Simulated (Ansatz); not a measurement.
# Ca2Se: the cost of one run

Program: Ansatz 0.2.0. Level of theory: DFT PBE, scalar-relativistic, plane waves, PAW. These are calculated values, not measurements.

### 1 The starting structure

It takes space group P-6m2 (No. 187, hexagonal). Conventional cell: a = 2.881 Å, b = 2.881 Å, c = 14.179 Å, α = 90.00°, β = 90.00°, γ = 120.00°. Ca (site symmetry 3m) is surrounded by 3 Se at 2.21 Å. Around Se (site symmetry -6m2) lie 6 Ca at 2.21 Å.

Structure file:

```
Ca Se
1.0
     2.88068    0.00000    0.00000
    -1.44034    2.49474    0.00000
     0.00000    0.00000   14.17917
Ca Se
2 1
Cartesian
  0.0000 1.6632 12.7308
  0.0000 1.6632 1.4483
  0.0000 0.0000 0.0000
```

Recipe of the guess: species swapped into a database cell of Te2Mo (P-6m2, No. 187), with Ca on the Te sites and Se on the Mo sites. The dimensions are guesses.

### 2 The guess as it stands, on a coarse mesh

Input file input.yaml:

```yaml
crystal:
  lattice:
    - [2.88067617, 0.0, 0.0]
    - [-1.44033808, 2.49473874, 0.0]
    - [0.0, 0.0, 14.17916671]
  atoms:
    - { symbol: Ca, position: [0.33333333, 0.66666667, 0.89785546] }
    - { symbol: Ca, position: [0.33333333, 0.66666667, 0.10214454] }
    - { symbol: Se, position: [0.0, 0.0, 0.0] }
basis:
  ecutwfc: 420
kpoints:
  mp_grid: { grid: [6, 6, 2] }
hamiltonian:
  xc: pbe
scf:
  occupations: { method: gaussian, width: 0.1 }
  lower_state_search: "off"
output:
  forces: true
  stress: true
  eigenvalues: true
```

Started as:

```
$ ansatz run input.yaml --threads 1 --pin off --max-ram 2560MiB --backend cpu --events-out ev --progress --plain --runs-dir out
```

**Question.** How long does this run take on 1 thread of Intel Xeon Platinum 8488C (Sapphire Rapids), shared host, and how much memory does it need?

About 2.5 s, with a peak of 0.37 GiB.
